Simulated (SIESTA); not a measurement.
PdAu3:

```
Au Pd
1.0
     4.07108    0.00000    0.00000
     0.00000    4.07108    0.00000
     0.00000    0.00000    4.07108
Au Pd
3 1
Direct
  0.50000 0.50000 0.00000
  0.50000 0.00000 0.50000
  0.00000 0.50000 0.50000
  0.00000 0.00000 0.00000
```

The cell comes from a database or a generator and needn't be the stable form of this composition.

```yaml
Program: SIESTA 5.4.2
Task: single point
Functional: PBEsol
Potentials_or_basis: PseudoDojo 0.4 standard (PBEsol files)
Basis: DZP (energy shift 0.003 Ry; two zetas on semicore shells)
Grid_cutoff: 800 Ry
Energy_shift: 0.003 Ry
k_mesh: 7 × 7 × 7
Occupations: fermi-dirac, width 0.05 eV
Spin: no spin polarisation
```

On this cell: pressure -4.2 GPa; largest force zero by symmetry; band gap on the k mesh none (metal or under the smearing width).

The same run follows on a disturbed copy (atoms moved at random, drawn with an rms of 0.05 Å):

```xyz
4
Lattice="4.0711 0.0000 0.0000 0.0000 4.0711 0.0000 0.0000 0.0000 4.0711" Properties=species:S:1:pos:R:3 pbc="T T T"
Au    2.0092    1.9735   -0.0622
Au    2.0118   -0.0348    2.0228
Au   -0.0020    2.0179    2.0413
Pd    0.0069    0.0112    0.0083
```

Question: What does the disturbed cell give?

Answer: The energy (extrapolated to zero smearing) moves by +9.2 meV/atom; pressure -3.8 GPa; largest force 0.711 eV/Å; band gap on the k mesh none (metal or under the smearing width).

Forces in eV/Å, atoms in the order of the input:
```
Au   0.269  0.382  0.536
Au   0.250 -0.106 -0.204
Au  -0.260  0.099 -0.326
Pd  -0.258 -0.374 -0.004
```

Stress tensor (GPa, compression positive):
```
-3.68  0.14  0.13
 0.14 -3.86  0.00
 0.13  0.00 -3.88
```

Caveats: short orbitals over semicore shells can move pressures by several GPa; the basis of atomic orbitals isn't converged, which shifts pressures, moduli and gaps.
